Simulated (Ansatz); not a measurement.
# CrAgO2: the cost of one run

Computed with Ansatz 0.2.0 (DFT PBEsol+U (U_eff = 1 eV on Cr d), plane waves, PAW, unless a step's input says otherwise).

## Step 1: The system as given

It takes space group R-3m (No. 166, trigonal). The conventional cell has a = 2.985 Å, b = 2.985 Å, c = 18.510 Å, α = 90.00°, β = 90.00°, γ = 120.00°. Cr (site symmetry -3m) is surrounded by 6 O at 2.00 Å. Ag (site symmetry -3m) is surrounded by 2 O at 2.07 Å. O (site symmetry 3m) has 3 Cr at 2.00 Å and 1 Ag at 2.07 Å as nearest neighbours.

Coordinates:

```
Cr Ag O
1.0
     1.49250    0.86170    6.17000
    -1.49250    0.86170    6.17000
     0.00000   -1.72339    6.17000
Cr Ag O
1 1 2
Direct
  0.50000 0.50000 0.50000
  0.00000 0.00000 0.00000
  0.11190 0.11190 0.11190
  0.88810 0.88810 0.88810
```

Magnetic order typed: ferromagnetic.

An earlier series on this cell reached its lowest free state from «from atoms, default search», perhaps among other starts.

## Step 2: Random orbitals: single harmonics, second filling

input.yaml reads:

```yaml
crystal:
  lattice:
    - [1.49250042, 0.86169552, 6.16999799]
    - [-1.49250042, 0.86169552, 6.16999799]
    - [0.0, -1.72339103, 6.16999799]
  atoms:
    - { symbol: Cr, position: [0.5, 0.5, 0.5], spin: 1.0 }
    - { symbol: Ag, position: [0.0, 0.0, 0.0] }
    - { symbol: O, position: [0.1119, 0.1119, 0.1119] }
    - { symbol: O, position: [0.8881, 0.8881, 0.8881] }
basis:
  ecutwfc: 420
  ecutrho_ratio: 4
kpoints:
  mp_grid: { grid: [7, 7, 7] }
hamiltonian:
  xc: pbesol
  hubbard:
    sites:
      - { site: 0, l: d, u_eff: 1.0, starting_ns: [{ spin: up, occupation_matrix: s0up }, { spin: down, occupation_matrix: s0down }] }
    occupation_matrices:
      s0up:
        matrix:
          - [0.97, 0.0, 0.0, 0.0, 0.0]
          - [0.0, 0.02, 0.0, 0.0, 0.0]
          - [0.0, 0.0, 0.02, 0.0, 0.0]
          - [0.0, 0.0, 0.0, 0.97, 0.0]
          - [0.0, 0.0, 0.0, 0.0, 0.02]
      s0down:
        matrix:
          - [0.97, 0.0, 0.0, 0.0, 0.0]
          - [0.0, 0.02, 0.0, 0.0, 0.0]
          - [0.0, 0.0, 0.02, 0.0, 0.0]
          - [0.0, 0.0, 0.0, 0.02, 0.0]
          - [0.0, 0.0, 0.0, 0.0, 0.02]
    ns_hold: { iters: 5 }
scf:
  occupations: { method: gaussian, width: 0.05 }
  lower_state_search: "off"
  max_iter: 150
output:
  forces: true
  stress: true
  eigenvalues: true
  populations: true
  hubbard: { sites: [{ site: 0, l: d }] }
magnetization:
  spin_polarized: true
```

The typed matrices put 0.97 on the chosen orbitals and 0.02 on the others, and are held for 5 cycles.

The run is started by

```
ansatz run input.yaml --threads 2 --pin off --max-ram 3072MiB --backend cpu --events-out ev --progress --plain --runs-dir out
```

**Question.** How long does this run take on 2 threads of Arm Neoverse N1, shared host, and how much memory does it need?

About 25 s, with a peak of 0.56 GiB.
